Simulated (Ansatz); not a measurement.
## EuSnO3, space group Pm-3m: a scan of the Hubbard U, step by step

Computed with Ansatz 0.2.0 through its Python package.

Notebook, run cell by cell (the value of a cell's last expression is shown):

```python
from dataclasses import dataclass

import ansatz
import numpy as np
import pandas as pd
```

```python
@dataclass
class Settings:
    smearing: str = "fermi_dirac"
    smearing_width: float = 0.1
    functional: str = "PBEsol"
```

```python
cfg = Settings()
```

```python
def count_gap(report):
    # lowest empty less highest filled band, counting bands; zero where they overlap
    return max(report.get("gap_by_band_count_ev") or 0.0, 0.0)
```

```python
vectors = np.array([
    [4.07599565, 0.0, 0.0],
    [0.0, 4.07599565, 0.0],
    [0.0, 0.0, 4.07599565],
])
structure = (
    ansatz.Lattice.of(vectors)
    .atom("Eu", [0.0, 0.0, 0.0])
    .atom("Sn", [0.5, 0.5, 0.5])
    .atom("O", [0.5, 0.5, 0.0])
    .atom("O", [0.5, 0.0, 0.5])
    .atom("O", [0.0, 0.5, 0.5])
    .moments(Eu=7)
)
```

```python
calc = structure.calculation()
calc = calc.basis(41 * ansatz.Ry)
calc = calc.kpoints(6)
calc = calc.occupations(cfg.smearing, width=cfg.smearing_width).functional(cfg.functional)
calc = calc.spin(ansatz.SpinTreatment.COLLINEAR)
calc = calc.band_table()
rows = []
for u in [0.0, 1.5, 3.0, 4.5, 6.0]:
    report = calc.hubbard("Eu", "f", u_eff=u).run(threads=1).report
    shell = report["hubbard"]["n_scf"]
    rows.append((u, count_gap(report), sum(shell) / len(shell), max(abs(m) for m in report["site_moments_mub"]), report["n_iterations"]))
print(pd.DataFrame(rows, columns=["U_eff eV", "gap by band count eV", "Eu f occupation (projector)", "largest moment muB", "iterations"]).round(4).to_string(index=False))
```

     U_eff eV  gap by band count eV  Eu f occupation (projector)  largest moment muB  iterations
          0.0                0.0000                       6.8694              6.7427          12
          1.5                0.0000                       6.9222              6.7933          16
          3.0                0.0000                       6.9561              6.8261          14
          4.5                0.0000                       6.9913              6.8593          13
          6.0                0.1424                       7.0000              6.8695          13

From U = 0 to 6 eV the largest site moment goes from 6.74 to 6.87 μB.

Reading the output:
- Open f shells: with a Hubbard U, without spin-orbit coupling; the state reached hangs on the start and needn't be the lowest.
- A gap by band count of zero or less means overlapping bands, a metal.
- This cell is a computed structure, which may not be the phase found in nature.
- Gaps and levels are Kohn-Sham values on a finite set of k-points, without spin-orbit coupling.
- Shell occupations and the effect of U depend on the projectors; a run with no .spin step is spin-unpolarised, and each U may end in a state that isn't the lowest.
- Timing: 95 s on 1 thread of Arm Neoverse V1, with other jobs on the host, peak memory 0.62 GiB.
